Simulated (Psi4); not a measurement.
**doublet [SiH4O4]+: levels of theory compared**

Wanted: a comparison of 4 runs (U-wB97X/def2-SVP, UCAM-B3LYP/def2-SVP, UM06-2X/def2-SVP, UPBE0/def2-SVP) of doublet [SiH4O4]+. 

Program for the calculation: Psi4 1.11.

## 1. The structure to begin with

The species is [SiH4O4]+ (9 atoms), meant as a doublet with charge +1. SMILES of the parent species: `O[Si](O)(O)O`. The shape is that of a PBE0-D4/def2-TZVP optimisation. This is one conformer, not always the lowest. That shape belongs to the parent species and isn't relaxed for this state.

Bond lengths: O1–Si2 1.631 Å, Si2–O3 1.631 Å, Si2–O4 1.631 Å, Si2–O5 1.631 Å, O1–H6 0.958 Å, O3–H7 0.958 Å, O4–H8 0.958 Å, O5–H9 0.958 Å. Angles: O1–Si2–O3 106.4°, O1–Si2–O4 115.8°, O1–Si2–O5 106.4°, O3–Si2–O4 106.4°, O3–Si2–O5 115.8°, O4–Si2–O5 106.4°, Si2–O1–H6 116.6°, Si2–O3–H7 116.6°, Si2–O4–H8 116.6°, Si2–O5–H9 116.6°.

## 2. Energy and gradient at U-wB97X/def2-SVP (run 1)

Input file h4o4si.inp:

```
memory 2200 mb

molecule {
  1 2
  O     -0.969050     0.776350    -1.057560
  Si     0.000010     0.000030    -0.000040
  O      1.527610     0.433680    -0.372150
  O     -0.043140    -1.629280    -0.059900
  O     -0.515400     0.419370     1.489460
  H     -0.639460     0.869750    -1.952330
  H      2.226280    -0.135170    -0.046190
  H     -0.768040    -2.056130     0.398680
  H     -0.818790     1.321420     1.600040
  symmetry c1
  no_reorient
  no_com
}

set {
  basis def2-SVP
  reference uks
  puream true
  e_convergence 1e-09
  d_convergence 1e-08
  scf_type pk
  dft_radial_points 99
  dft_spherical_points 590
  maxiter 100
}

e_tot, wfn = gradient('wb97x', return_wfn=True)
oeprop(wfn, 'DIPOLE', 'MAYER_INDICES', 'QUADRUPOLE')
```

Run with:

```sh
$ psi4 -i h4o4si.inp -o h4o4si.out -n 1
```

h4o4si.out:

```text
[...]
  Running in c1 symmetry.
[...]
  Nuclear repulsion =  269.977267005942565
[...]
  Multiplicity = 2
[...]
  Nalpha       = 25
  Nbeta        = 24
[...]
    Number of basis functions: 94
[...]
   @UKS iter   1:  -591.92009052501317   -2.43075e-01   8.13180e-03 ADIIS/DIIS
[...]
   @UKS iter  26:  -592.15227312551747   -1.76215e-11   2.67910e-09 DIIS
[...]
   @S^2 Observed:                7.590375741E-01
[...]
  @UKS Final Energy:  -592.15227312551747
   => Energetics <=
    Nuclear Repulsion Energy =            269.9772670059425650
    One-Electron Energy =               -1342.9818747411031836
    Two-Electron Energy =                 522.1517181556404239
    DFT Exchange-Correlation Energy =     -41.2993835459973226
    Empirical Dispersion Energy =           0.0000000000000000
    VV10 Nonlocal Energy =                  0.0000000000000000
    Total Energy =                       -592.1522731255174676
[...]
  -Total Gradient:
     Atom            X                  Y                   Z
    ------   -----------------  -----------------  -----------------
       1        0.004334876306     0.014172430371    -0.003619283254
       2       -0.002159111733    -0.001871090294    -0.002414018639
       3        0.003507482106    -0.006018028204     0.003571714148
       4        0.004052092876    -0.007084785421     0.012882879960
       5       -0.001901714035     0.007406141372    -0.001771597245
       6       -0.000807979544    -0.011305305668     0.016769375303
       7       -0.016533703535     0.004050762421    -0.005904072320
       8        0.006384066528     0.016009413495    -0.010613191086
       9        0.003130349567    -0.015353960185    -0.008894832165
[...]
```

Run time: 86 s. Hardware: 1 thread of AMD EPYC 7R43 (Zen 3), shared host; peak memory 0.97 GiB.

## 3. Energy and gradient at UCAM-B3LYP/def2-SVP (run 2)

Input file run.py:

```python
import numpy as np
from ase.calculators.psi4 import Psi4
from ase import Atoms

atoms = Atoms(['O', 'Si', 'O', 'O', 'O', 'H', 'H', 'H', 'H'], positions=[
    [-0.969050, 0.776350, -1.057560],
    [0.000010, 0.000030, -0.000040],
    [1.527610, 0.433680, -0.372150],
    [-0.043140, -1.629280, -0.059900],
    [-0.515400, 0.419370, 1.489460],
    [-0.639460, 0.869750, -1.952330],
    [2.226280, -0.135170, -0.046190],
    [-0.768040, -2.056130, 0.398680],
    [-0.818790, 1.321420, 1.600040],
])
calc = Psi4(atoms=atoms, method='cam-b3lyp', basis='def2-SVP', memory='2200MB', num_threads=1, charge=1, multiplicity=2, label='psi4-calc', reference='uks')
calc.psi4.set_options({'puream': True, 'e_convergence': 1e-09, 'd_convergence': 1e-08, 'scf_type': 'pk', 'dft_radial_points': 99, 'dft_spherical_points': 590, 'maxiter': 100})
atoms.calc = calc

forces = atoms.get_forces()
print(f'energy: {atoms.get_potential_energy():.6f} eV')
print('forces / eV A^-1')
print(np.round(forces, 5))
```

Run with:

```sh
$ python run.py
```

psi4-calc.dat:

```text
[...]
  Running in c1 symmetry.
[...]
  Nuclear repulsion =  269.977267005942508
[...]
  Multiplicity = 2
[...]
  Nalpha       = 25
  Nbeta        = 24
[...]
    Number of basis functions: 94
[...]
   @UKS iter   1:  -591.89409408772667   -9.47178e-02   8.81025e-03 DIIS/ADIIS
[...]
   @UKS iter  21:  -592.15348033006444   -1.11413e-11   8.40276e-09 DIIS
[...]
   @S^2 Observed:                7.586602006E-01
[...]
  @UKS Final Energy:  -592.15348033006444
   => Energetics <=
    Nuclear Repulsion Energy =            269.9772670059425081
    One-Electron Energy =               -1343.0836702650744883
    Two-Electron Energy =                 523.1759378384316506
    DFT Exchange-Correlation Energy =     -42.2230149093639966
    Empirical Dispersion Energy =           0.0000000000000000
    VV10 Nonlocal Energy =                  0.0000000000000000
    Total Energy =                       -592.1534803300644398
[...]
  -Total Gradient:
     Atom            X                  Y                   Z
    ------   -----------------  -----------------  -----------------
       1        0.003945217593     0.015196560034    -0.006670178127
       2       -0.002243961822    -0.001938506363    -0.002504418912
       3        0.006653369710    -0.006612754751     0.003838055282
       4        0.002466818025    -0.009775586124     0.013752018965
       5       -0.003040009380     0.009690757403     0.000176711605
       6       -0.001385030890    -0.011625969578     0.018957167903
       7       -0.018375798851     0.005227058428    -0.006491336095
       8        0.008030715816     0.017231873212    -0.011619702064
       9        0.003949010391    -0.017393049383    -0.009437885285
[...]
```

Standard output:

```text
energy: -16113.316939 eV
forces / eV A^-1
[[-0.20287 -0.78144  0.34299]
 [ 0.11539  0.09968  0.12878]
 [-0.34213  0.34004 -0.19736]
 [-0.12685  0.50268 -0.70716]
 [ 0.15632 -0.49832 -0.00909]
 [ 0.07122  0.59783 -0.97482]
 [ 0.94492 -0.26879  0.3338 ]
 [-0.41296 -0.8861   0.59751]
 [-0.20307  0.89439  0.48532]]
```

Wall time 95 s (1 thread of AMD EPYC 7R43 (Zen 3), shared host); peak memory 0.98 GiB.

Run 3 isn't shown in full; the table further down has it.

## 4. Energy and gradient at UPBE0/def2-SVP (run 4)

Input file job.inp:

```
memory 2.2 GB

molecule system {
  1 2
  O
  Si 1 R2
  O 2 R3 1 A3
  O 2 R4 3 A4 1 D4
  O 2 R5 3 A5 1 D5
  H 1 R6 2 A6 3 D6
  H 3 R7 2 A7 4 D7
  H 4 R8 2 A8 3 D8
  H 5 R9 2 A9 3 D9

  R2 = 1.630981
  R3 = 1.630975
  A3 = 106.38019
  R4 = 1.63098
  A4 = 106.38066
  D4 = 124.05948
  R5 = 1.630982
  A5 = 115.84778
  D5 = -117.9703
  R6 = 0.958106
  A6 = 116.58611
  D6 = 36.75556
  R7 = 0.958113
  A7 = 116.58438
  D7 = -36.74079
  R8 = 0.958111
  A8 = 116.58379
  D8 = 160.76572
  R9 = 0.958106
  A9 = 116.58573
  D9 = 81.24287
  symmetry c1
}

set {
  basis                def2-SVP
  reference            uks
  puream               true
  e_convergence        1e-09
  d_convergence        1e-08
  scf_type             pk
  dft_radial_points    99
  dft_spherical_points 590
  maxiter              100
}

gradient('pbe0')
print_variables()
```

Run with:

```sh
$ psi4 job.inp job.out -n 1
```

job.out:

```text
[...]
  Running in c1 symmetry.
[...]
  Nuclear repulsion =  269.977287468162217
[...]
  Multiplicity = 2
[...]
  Nalpha       = 25
  Nbeta        = 24
[...]
    Number of basis functions: 94
[...]
   @UKS iter   1:  -591.55378165335151    1.71541e-02   8.86175e-03 DIIS/ADIIS
[...]
   @UKS iter  18:  -591.81164272765648   -2.38742e-12   3.96804e-09 DIIS
[...]
   @S^2 Observed:                7.576854480E-01
[...]
  @UKS Final Energy:  -591.81164272765648
   => Energetics <=
    Nuclear Repulsion Energy =            269.9772874681622170
    One-Electron Energy =               -1343.0825146656306970
    Two-Electron Energy =                 523.8319446652319584
    DFT Exchange-Correlation Energy =     -42.5383601954198198
    Empirical Dispersion Energy =           0.0000000000000000
    VV10 Nonlocal Energy =                  0.0000000000000000
    Total Energy =                       -591.8116427276564764
[...]
  -Total Gradient:
     Atom            X                  Y                   Z
    ------   -----------------  -----------------  -----------------
       1        0.008110688714    -0.011382519641    -0.004169290940
       2       -0.002984655910     0.001568343709    -0.002080365741
       3       -0.002777337227     0.003839698240     0.007235212583
       4        0.004445719267     0.004714984068     0.013063396222
       5        0.003150460733    -0.004020715369    -0.006996956272
       6        0.002162981198     0.012745340546     0.015371482016
       7        0.000653601060     0.008694026827    -0.015799659752
       8        0.004891098530    -0.016489544222    -0.010370192676
       9       -0.017652128487     0.000330204829     0.003746573791
[...]
```

It took 68 s on 1 thread of AMD EPYC 7R43 (Zen 3), shared host; peak memory 0.88 GiB.

## 5. Overview of the runs

| run | level | energy (Eh) | HOMO energy (eV) | LUMO energy (eV) | ⟨S²⟩ | wall time |
| --- | --- | --- | --- | --- | --- | --- |
| 1 | U-wB97X/def2-SVP | -592.152273 | -17.41 | -11.95 | 0.759 | 86 s |
| 2 | UCAM-B3LYP/def2-SVP | -592.153480 | -16.39 | -12.69 | 0.759 | 95 s |
| 3 | UM06-2X/def2-SVP | -592.103342 | -16.39 | -13.16 | 0.762 | 2.8 min |
| 4 | UPBE0/def2-SVP | -591.811643 | -15.10 | -13.52 | 0.758 | 68 s |

## 6. Summary of results

| quantity | value |
| --- | --- |
| run 4: total energy | -591.81164 Eh |
| run 4: HOMO energy (highest over α and β) | -15.10 eV |
| run 4: LUMO energy (lowest over α and β) | -13.52 eV |
| run 4: ⟨S²⟩ | 0.758 |
| run 4: largest force on an atom | 1.033 eV/Å |

Totals of different functionals can't be ranked against each other. All runs together took 7 min, the longest 2.8 min.
